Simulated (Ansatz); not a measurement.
# C3H8BN: a ladder of functionals and wavefunction methods

One table from this session's results is given with a row withheld; the runs are named, their logs left out.

Computed with Ansatz 0.2.0, Gaussian basis. Level: functionals in def2-TZVPP, the program's frozen cores in correlated methods.

The runs, in order: PBE-D4, r2SCAN-D4, PBE0-D4, B3LYP-D4, ωB97X-V, ωB97M-V, B2PLYP; CCSD(T)/def2-TZVPP; MP2/def2-QZVPP; extrapolation to the limit.

### Structure used throughout

An earlier PBE0-D4 in a triple-zeta def2 set relaxation fixed the geometry.

SMILES `NCC1BC1`, 13 atoms, charge 0, spin multiplicity 1.

Atoms are counted from 1 here; the program's logs count them from 0.

Bond lengths: N1–C2 1.454 Å, N1–H6 1.013 Å, N1–H7 1.013 Å, C2–C3 1.510 Å, C2–H8 1.100 Å, C2–H9 1.097 Å, C3–B4 1.527 Å, C3–C5 1.537 Å, C3–H10 1.090 Å, B4–C5 1.519 Å, B4–H11 1.185 Å, C5–H12 1.087 Å, C5–H13 1.088 Å. Angles: C2–N1–H6 110.9°, C2–N1–H7 110.3°, H6–N1–H7 107.5°, N1–C2–C3 111.2°, N1–C2–H8 114.2°, N1–C2–H9 107.2°, C3–C2–H8 108.0°, C3–C2–H9 109.9°, H8–C2–H9 106.1°, C2–C3–B4 119.8°, C2–C3–C5 118.1°, C2–C3–H10 114.0°, B4–C3–C5 59.4°, B4–C3–H10 119.0°, C5–C3–H10 115.7°, C3–B4–C5 60.6°, C3–B4–H11 149.0°, C5–B4–H11 150.3° and more.

Set-up of the first run:

Input file in.yaml:

```yaml
crystal:
  periodic: [false, false, false]
  atoms:
    - {symbol: N, position_ang: [-0.797069, 1.589189, 0.575823]}
    - {symbol: C, position_ang: [-0.972626, 0.163020, 0.351587]}
    - {symbol: C, position_ang: [0.055470, -0.369084, -0.618372]}
    - {symbol: B, position_ang: [0.782866, -1.676240, -0.310972]}
    - {symbol: C, position_ang: [1.530938, -0.359481, -0.186876]}
    - {symbol: H, position_ang: [-1.511385, 1.948398, 1.197192]}
    - {symbol: H, position_ang: [-0.872664, 2.094928, -0.298503]}
    - {symbol: H, position_ang: [-1.969550, -0.115198, -0.022237]}
    - {symbol: H, position_ang: [-0.862101, -0.334326, 1.323037]}
    - {symbol: H, position_ang: [-0.134671, -0.102175, -1.657421]}
    - {symbol: H, position_ang: [0.749045, -2.855654, -0.197884]}
    - {symbol: H, position_ang: [2.272867, -0.082883, -0.931367]}
    - {symbol: H, position_ang: [1.749279, 0.064803, 0.790791]}
basis:
  gaussian: {orbitals: def2-TZVPP}
hamiltonian: {xc: pbe, dispersion: d4}
output: {forces: true, orbitals: {seedname: orbitals}}
```

Command:

```
> ansatz run in.yaml --threads 4 --pin off --events-out ev --progress --plain --max-ram 10444MiB
```

Among the steps run: PBE-D4 (GGA); r2SCAN-D4 (meta-GGA); PBE0-D4 (hybrid); B3LYP-D4 (hybrid); ωB97X-V (range-separated); ωB97M-V (range-separated); B2PLYP (double hybrid); CCSD(T) in def2-TZVPP; MP2 in def2-QZVPP.

One of the session's tables, all rows but one given; the rest of the session is left out.

| method | atoms, summed (eV) | atomisation energy (kJ/mol) |
| --- | --- | --- |
| PBE-D4 | -5347.774 | 5102.5 |
| r2SCAN-D4 | -5352.913 | 4991.1 |
| PBE0-D4 | -5349.391 | 5025.3 |
| B3LYP-D4 | -5356.930 | 4990.2 |
| ωB97X-V | -5354.759 | 4991.7 |
| ωB97M-V | -5353.413 | 5000.0 |
| B2PLYP | ? | ? |
| HF/def2-TZVPP | -5333.731 | 3639.1 |
| MP2/def2-TZVPP | -5342.893 | 4905.8 |
| CCSD/def2-TZVPP | -5345.561 | 4765.0 |
| CCSD(T)/def2-TZVPP | -5345.824 | 4832.4 |
| MP2/CBS | -5344.452 | 5028.0 |
| CCSD(T)/CBS | -5347.384 | 4954.6 |

Estimate the missing values for B2PLYP.

As computed: atoms, summed (eV): -5351.793; atomisation energy (kJ/mol): 4930.4. In the column «atoms, summed (eV)» it lies between r2SCAN-D4 (-5352.913) and PBE0-D4 (-5349.391).

Limits of these values: Free atoms (1 N, 3 C, 1 B, 8 H) were run apart at each level; the atomisation energy is their sum less the molecule, without zero-point or spin-orbit terms.
